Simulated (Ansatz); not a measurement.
# ClGaH₂S (SMILES [SH][GaH][Cl]): one structure at several levels

A test off equilibrium: a structure displaced at random from a GFN2-xTB minimum is computed at several levels, and each is set against CCSD(T).

The runs use Ansatz 0.2.0, Gaussian basis; single points in def2-TZVPP.

Cores are frozen in the correlated methods. Filled d shells of the heavier atoms are correlated.

## 1. The system as given

SMILES `[SH][GaH][Cl]`, 5 atoms, charge 0, spin multiplicity 1.

Atoms are counted from 1 here; the program's logs count them from 0.

Bond lengths: S1–Ga2 2.352 Å, S1–H4 1.284 Å, Ga2–Cl3 2.072 Å, Ga2–H5 1.480 Å. Angles: Ga2–S1–H4 96.2°, S1–Ga2–Cl3 111.9°, S1–Ga2–H5 126.3°, Cl3–Ga2–H5 121.7°.

Geometry (Å):

```xyz
5
ClGaH2S
S    -0.73300   -0.11300    1.54100
Ga    0.27470    0.15400   -0.56730
Cl    1.17120    2.01100   -0.76490
H    -1.17610   -1.29990    1.33250
H     0.35180   -0.86550   -1.63740
```

## 2. CCSD(T)/def2-TZVPP

Contents of run/in.yaml:

```yaml
crystal:
  periodic: [false, false, false]
  atoms:
    - {symbol: S, position_ang: [-0.733000, -0.113000, 1.541000]}
    - {symbol: Ga, position_ang: [0.274700, 0.154000, -0.567300]}
    - {symbol: Cl, position_ang: [1.171200, 2.011000, -0.764900]}
    - {symbol: H, position_ang: [-1.176100, -1.299900, 1.332500]}
    - {symbol: H, position_ang: [0.351800, -0.865500, -1.637400]}
basis:
  gaussian: {orbitals: def2-TZVPP}
correlation: {method: ccsd_t}
output: {forces: true}
```

No record of the launch command was kept for these runs.

## 3. PBE0-D4/def2-TZVPP

run/in.yaml: that of step 2 with these lines changed.

```diff
@@ -10,3 +10,3 @@
   gaussian: {orbitals: def2-TZVPP}
-correlation: {method: ccsd_t}
-output: {forces: true}
+hamiltonian: {xc: pbe0, dispersion: d4}
+output: {forces: true, orbitals: {seedname: orbitals}}
```

## 4. wB97M-V/def2-TZVPP

run/in.yaml: that of step 3 with these lines changed.

```diff
@@ -10,3 +10,3 @@
   gaussian: {orbitals: def2-TZVPP}
-hamiltonian: {xc: pbe0, dispersion: d4}
-output: {forces: true, orbitals: {seedname: orbitals}}
+hamiltonian: {xc: {name: wB97M-V}}
+output: {forces: true}
```

## 5. r2SCAN-D4/def2-TZVPP

run/in.yaml: that of step 4 with these lines changed.

```diff
@@ -10,3 +10,3 @@
   gaussian: {orbitals: def2-TZVPP}
-hamiltonian: {xc: {name: wB97M-V}}
+hamiltonian: {xc: r2scan, dispersion: d4}
 output: {forces: true}
```

## 6. PBE-D4/def2-TZVPP

run/in.yaml: that of step 5 with these lines changed.

```diff
@@ -10,3 +10,3 @@
   gaussian: {orbitals: def2-TZVPP}
-hamiltonian: {xc: r2scan, dispersion: d4}
+hamiltonian: {xc: pbe, dispersion: d4}
 output: {forces: true}
```

## 7. r2SCAN0-D4/def2-TZVPP

run/in.yaml: that of step 6 with these lines changed.

```diff
@@ -10,3 +10,3 @@
   gaussian: {orbitals: def2-TZVPP}
-hamiltonian: {xc: pbe, dispersion: d4}
+hamiltonian: {xc: {name: r2SCAN0}, dispersion: d4}
 output: {forces: true}
```

## 8. r2SCANh-D4/def2-TZVPP

run/in.yaml: that of step 7 with these lines changed.

```diff
@@ -10,3 +10,3 @@
   gaussian: {orbitals: def2-TZVPP}
-hamiltonian: {xc: {name: r2SCAN0}, dispersion: d4}
+hamiltonian: {xc: {name: r2SCANh}, dispersion: d4}
 output: {forces: true}
```

(Steps that only read results are left out.)

**Question.** What will these runs give? Wanted: energy less free atoms, CCSD(T)/def2-TZVPP; RMS force component; RMS force error; HOMO and LUMO, PBE0-D4; T1 diagnostic.

The runs gave:

| quantity | value |
| --- | --- |
| energy less free atoms, CCSD(T)/def2-TZVPP | -303.4 kcal/mol |
| RMS force component | 1.121 to 1.207 eV/Å over the methods |
| RMS force error | PBE0-D4 0.068, wB97M-V 0.032, r2SCAN-D4 0.072, PBE-D4 0.160, r2SCAN0-D4 0.101, r2SCANh-D4 0.074 eV/Å |
| HOMO and LUMO, PBE0-D4 | -7.60 and -1.58 eV |
| T1 diagnostic | 0.012 |

**Reading.** Against CCSD(T) the functionals' energies less atoms differ by -10.0 to -4.0 kcal/mol, PBE-D4 by -6.3 kcal/mol. CCSD(T) in triple zeta still lacks some correlation energy of the bonds, so part of these gaps is its own basis error and they don't rank the functionals. The forces of wB97M-V come nearest to CCSD(T), those of PBE-D4 are farthest. Frozen-core CCSD(T) forces in triple zeta carry basis errors of their own, and this is one geometry, so small gaps rank nothing.
